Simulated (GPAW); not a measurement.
# CrN2 (Pnnm) in GPAW: single point with LDA

Aim: the single point of CrN2 with LDA.

Everything below comes from runs of GPAW 26.7.0. Logs are shortened: lines on timing, memory, paths and dates and some standing lists are left out, and cuts for length are marked. The log counts tension as positive stress, the text compression.

## 1. The crystal as given

Symmetry: Pnnm, No. 58, orthorhombic system. The conventional cell has a = 3.902 Å, b = 4.810 Å, c = 2.784 Å, α = 90.00°, β = 90.00°, γ = 90.00°. Cr (site symmetry 2/m) has 6 N at 2.04 to 2.05 Å as nearest neighbours. N (site symmetry m) is surrounded by 1 N at 1.35 Å.

The cell comes from a database or a generator and needn't be the stable form of this composition.

## 2. Single point, LDA, collinear spin, ferromagnetic start

run.py

```python
from ase import Atoms
from ase.dft.bandgap import bandgap
from ase.io import write
from ase.units import GPa
from gpaw import GPAW, PW

atoms = Atoms(['Cr', 'Cr', 'N', 'N', 'N', 'N'],
              cell=[[3.901786, 0.0, 0.0],
                    [0.0, 4.809512, 0.0],
                    [0.0, 0.0, 2.78417]],
              scaled_positions=[[0.0, 0.0, 0.0],
                                [0.5, 0.5, 0.5],
                                [0.86617, 0.588775, 0.0],
                                [0.13383, 0.411225, 0.0],
                                [0.36617, 0.911225, 0.5],
                                [0.63383, 0.088775, 0.5]],
              pbc=True)
atoms.set_initial_magnetic_moments([4.0, 4.0, 0.0, 0.0, 0.0, 0.0])

calc = GPAW(mode=PW(600),
            xc='LDA',
            kpts={'size': (5, 4, 7), 'gamma': True},
            occupations={'name': 'fermi-dirac', 'width': 0.05},
            nbands=33,
            maxiter=120,
            txt='gpaw.txt')
atoms.calc = calc
energy = atoms.get_potential_energy()
forces = atoms.get_forces()
stress = atoms.get_stress()
calc.write('gs.gpw')
write('result.traj', atoms)
print(f'Energy: {energy:.6f} eV')
print('Forces (eV/A):')
print(forces.round(4))
print('Stress (GPa):', (stress / GPa).round(3))
print('Moments:', calc.get_magnetic_moments().round(3))
print('Fermi level:', round(calc.get_fermi_level(), 4), 'eV')
print(f'Gap: {bandgap(calc)[0]:.4f} eV, direct: {bandgap(calc, direct=True)[0]:.4f} eV')
```

Potentials or basis: the program's PAW data sets (release 1.2.1) made for this functional, pw.

Command:

```bash
$ OMP_NUM_THREADS=1 python run.py
```

gpaw.txt:

```text
__  _  _
 | _ |_)|_||  |
 |__||  | ||/\| - 26.7.0

Input parameters:
  mode=PW(ecut=600.0),
  kpts=MonkhorstPack(size=(5, 4, 7), gamma=True),
  maxiter=120,
  nbands=33,
  occupations=Occupations(name='fermi-dirac', width=0.05),
  xc=XC(name='LDA')

Diagonalizing LCAO Hamiltonian
Converting LCAO to pw mode
    .---------.
   /|         |
  / |  N      |
 *  .--Cr-----.
 | /    N  N /
 |/ N       /
 Cr--------*

Atoms  # Å, Bohr magnetons
|   | symbol |        x |        y |        z |    initial magnetic moments |
|---|--------|----------|----------|----------|-----------------------------|
| 0 |     Cr | 0.000000 | 0.000000 | 0.000000 | ( 0.0000,  0.0000,  4.0000) |
| 1 |     Cr | 1.950893 | 2.404756 | 1.392085 | ( 0.0000,  0.0000,  4.0000) |
| 2 |      N | 3.379610 | 2.831720 | 0.000000 | ( 0.0000,  0.0000,  0.0000) |
| 3 |      N | 0.522176 | 1.977792 | 0.000000 | ( 0.0000,  0.0000,  0.0000) |
| 4 |      N | 1.428717 | 4.382548 | 1.392085 | ( 0.0000,  0.0000,  0.0000) |
| 5 |      N | 2.473069 | 0.426964 | 1.392085 | ( 0.0000,  0.0000,  0.0000) |

Unit cell  # Å
| periodic |        x |        y |        z |  lengths |    angles |
|----------|----------|----------|----------|----------|-----------|
|      yes | 3.901786 | 0.000000 | 0.000000 | 3.901786 | 90.000000 |
|      yes | 0.000000 | 4.809512 | 0.000000 | 4.809512 | 90.000000 |
|      yes | 0.000000 | 0.000000 | 2.784170 | 2.784170 | 90.000000 |

Number of symmetries: 4
Symmetry operations  # r_c * U_cc + t_c -> r_c
|   | kind |            matrix            |
|---|------|------------------------------|
| 0 |  E   |  1, 0, 0,  0, 1, 0,  0, 0, 1 |
| 1 |  σ   |  1, 0, 0,  0, 1, 0,  0, 0,-1 |
| 2 |  C2  | -1, 0, 0,  0,-1, 0,  0, 0, 1 |
| 3 |  i   | -1, 0, 0,  0,-1, 0,  0, 0,-1 |

BZ-sampling:
  Number of BZ points: 140
  Number of IBZ points: 44

  Monkhorst-Pack size: [5, 4, 7]
  Monkhorst-Pack shift: [0.0, 0.125, 0.0]

K-points  # in reciprocal-cell coordinates
|     |                                coordinates |     weight |
|-----|--------------------------------------------|------------|
|   0 | (  0.00000000,   0.00000000,   0.00000000) | 0.00714286 |
|   1 | (  0.00000000,   0.00000000,   0.14285714) | 0.01428571 |
|   2 | (  0.00000000,   0.00000000,   0.28571429) | 0.01428571 |
|   3 | (  0.00000000,   0.00000000,   0.42857143) | 0.01428571 |
|   4 | (  0.00000000,   0.25000000,   0.00000000) | 0.01428571 |
|   5 | (  0.00000000,   0.25000000,   0.14285714) | 0.02857143 |
|   6 | (  0.00000000,   0.25000000,   0.28571429) | 0.02857143 |
|   7 | (  0.00000000,   0.25000000,   0.42857143) | 0.02857143 |
|   8 | (  0.00000000,   0.50000000,   0.00000000) | 0.00714286 |
|   9 | (  0.00000000,   0.50000000,   0.14285714) | 0.01428571 |
| ... |                                            |            |
|  43 | (  0.40000000,   0.50000000,   0.42857143) | 0.02857143 |

Plane wave coefficients: 1771
Cutoff: 600.0 eV

Spin-components: 2 (collinear spins)
Bands:           33
Projectors:      32
Spin-degeneracy: 1
Datatype:        complex128

Parallelization:
  kpt:    1
  domain: 1
  band:   1

Density:
  Valence electrons: 32.0
  Components: 2
  Grid points: [24 28 16]
  Charge: 0.0  # |e|

Potential:
  Grid points: [24 28 16]

species:
  Cr:
    name:    Chromium
    Z:       24.0
    valence: 6
    core:    18
    charge:  0.0  # [|e|]
    compensation charges:
      type: gauss
      rc: 0.35  # [Å]
      lmax: 2
    cutoffs:
      filter: 2.14  # [Å]
      core: 3.04  # [Å]
    projectors
    | kind |    occ | energy [eV] | rcut [Å] |
    |------|--------|-------------|----------|
    |   4s |  1.000 |      -4.191 |    1.164 |
    |   4p |  0.000 |      -1.079 |    1.217 |
    |   3d |  5.000 |      -3.128 |    1.111 |
    |    s |        |      23.021 |    1.164 |
    |    p |        |      26.132 |    1.217 |
    |    d |        |      24.083 |    1.111 |

    Using partial waves for Cr as LCAO basis

  N:
    name:    Nitrogen
    Z:       7.0
    valence: 5
    core:    2
    charge:  0.0  # [|e|]
    compensation charges:
      type: gauss
      rc: 0.18  # [Å]
      lmax: 2
    cutoffs:
      filter: 1.11  # [Å]
      core: 0.96  # [Å]
    projectors
    | kind |    occ | energy [eV] | rcut [Å] |
    |------|--------|-------------|----------|
    |   2s |  2.000 |     -18.420 |    0.603 |
    |   2p |  3.000 |      -7.237 |    0.529 |
    |    s |        |       8.791 |    0.603 |
    |    p |        |      19.974 |    0.529 |
    |    d |        |       0.000 |    0.577 |

    Using partial waves for N as LCAO basis

Reference energy: -62936.864498  # eV

eigensolver:
  PPCG
  Converge bands: occupied
  niter=2

density mixing:
  MSR1-Mixer
  Pratt-step length: 0.05
  Maximum mixing coefficient: 0.75
  Old densities: 10
  SVD Regularization: 0.005
  Good broyden scale: 1.0
  Trust region scale: 1.0
  Backstep threshold: 4.0
  History deletion threshold: 6.0
  Fourier metric: weight=20.0, sigma=0.015

occupation numbers:
  Fermi-Dirac:
    width: 0.0500  # eV

poisson solver:
  ecut: 4800.0  # eV

xc functional:
  name: None

convergence criteria:
- Maximum [total energy] change in last 3 cyles: 0.0005 eV / valence electron
- Maximum integral of absolute [dens]ity change: 0.0001 electrons / valence electron
- Maximum integral of absolute [eigenst]ate change: 4e-08 eV^2 / valence electron
maximum number of iterations: 120

SCF iterations
|iter     | |      energy | eigst |  dens |  magmom |
|---------|-|-------------|-------|-------|---------|
|iter:   1| |  -58.689821 | +0.26 |       |  +7.9718|
|iter:   2| |  -58.245235 | -1.67 | -0.61 |  +7.7911|
|iter:   3| |  -57.744818 | -1.20 | -0.68 |  +6.7689|
|iter:   4| |  -57.873506 | -1.71 | -0.90 |  +5.0962|
|iter:   5| |  -57.932363 | -2.67 | -1.39 |  +4.5905|
|iter:   6| |  -57.947511 | -2.53 | -1.60 |  +4.4686|
|iter:   7| |  -57.920853 | -2.94 | -1.64 |  +4.1562|
|iter:   8| |  -57.921404 | -3.57 | -2.36 |  +4.1726|
|iter:   9| |  -57.921125c| -3.92 | -2.51 |  +4.1767|
|iter:  10| |  -57.921270c| -4.98 | -2.80 |  +4.1689|
|iter:  11| |  -57.921281c| -5.97 | -3.30 |  +4.1748|
|iter:  12| |  -57.921280c| -7.16 | -3.84 |  +4.1760|
|iter:  13| |  -57.921279c| -7.59c| -4.43c|  +4.1763|

Converged in 13 steps
Energy contributions relative to reference atoms: (reference = -62936.864498)

Energy contributions:
  Kinetic:          -4.350546
  Coulomb:          -8.348953
  Zero:              0.280238
  External:          0.000000
  Xc:              -45.498255
  Entropy:          -0.007527
  Spinorbit:         0.000000
  ----------------------------
  Free energy:     -57.925043
  Extrapolated:    -57.921279

dipole moment: (-9.664966, -11.913460, -20.725869)  # |e|*Ang

Total magnetic moment: (0.000000, 0.000000, 4.176276)

Local magnetic moments
|        x |        y |         z |
|----------|----------|-----------|
| 0.000000 | 0.000000 |  2.057188 |  # Cr   0
| 0.000000 | 0.000000 |  2.057185 |  # Cr   1
| 0.000000 | 0.000000 | -0.043938 |  # N    2
| 0.000000 | 0.000000 | -0.043938 |  # N    3
| 0.000000 | 0.000000 | -0.043939 |  # N    4
| 0.000000 | 0.000000 | -0.043939 |  # N    5

Fermi level: 9.062
Eigenvalues  # (at kpt = [0.000, 0.000, 0.000])
| band index |      eig [eV] | occ [0-1] |      eig [eV] | occ [0-1] |
|------------|---------------|-----------|---------------|-----------|
|          0 |       -11.303 |     1.000 |       -11.312 |     1.000 |
|        ... |               |           |               |           |
|          9 |         5.003 |     1.000 |         5.277 |     1.000 |
|         10 |         5.087 |     1.000 |         5.748 |     1.000 |
|         11 |         6.089 |     1.000 |         5.945 |     1.000 |
|         12 |         6.585 |     1.000 |         7.424 |     1.000 |
|         13 |         6.598 |     1.000 |         7.465 |     1.000 |
|         14 |         7.798 |     1.000 |         9.409 |     0.001 |
[... 8 lines left out ...]
|         23 |        14.654 |     0.000 |        15.253 |     0.000 |
|         24 |        14.741 |     0.000 |        15.388 |     0.000 |
|        ... |               |           |               |           |
|         32 |        19.831 |     0.000 |        19.807 |     0.000 |

No gap
No difference between direct/indirect transitions

Forces  # eV/Ang
|        x |        y |       z |
|----------|----------|---------|
|  0.00000 |  0.00000 | 0.00000 |  # Cr   0
|  0.00000 |  0.00000 | 0.00000 |  # Cr   1
|  0.16031 | -0.25465 | 0.00000 |  # N    2
| -0.16031 |  0.25465 | 0.00000 |  # N    3
|  0.16022 |  0.25451 | 0.00000 |  # N    4
| -0.16022 | -0.25451 | 0.00000 |  # N    5

Stress tensor  # eV/Ang^3
|         x |         y |        z |
|-----------|-----------|----------|
|  0.186203 | -0.000001 | 0.000000 |
| -0.000001 |  0.182667 | 0.000000 |
|  0.000000 |  0.000000 | 0.167740 |

# Writing to gs.gpw (mode='')
```

Wall time 2.2 min (1 thread of Arm Neoverse V1, shared host); peak memory 0.24 GiB.

What came out:

- Free energy: -57.9250 eV
- Pressure: -28.7 GPa
- Largest force: 0.301 eV/Å
- Band gap on the k mesh: none (metal or under the smearing width)
- Net moment: 4.18 μB per cell
- Site moments: Cr +2.06; N -0.04 μB

Forces in eV/Å, atoms in the order of the input:
```
Cr   0.000  0.000  0.000
Cr   0.000  0.000  0.000
N    0.160 -0.255  0.000
N   -0.160  0.255  0.000
N    0.160  0.255  0.000
N   -0.160 -0.255  0.000
```

Stress tensor (GPa, compression positive):
```
-29.83   0.00   0.00
  0.00 -29.27   0.00
  0.00   0.00 -26.87
```

Caveat: the cutoff is short for stress and forces, so pressures can be off by a GPa or more; a pressure of tens of GPa on the cell as given is suspect, and the run, the potentials or the cell itself is likely at fault; only a ferromagnetic start was run, and an antiferromagnetic order may lie lower in energy. With open d or f shells a metallic result of LDA can be an artefact of self-interaction; +U or a hybrid may open a gap.
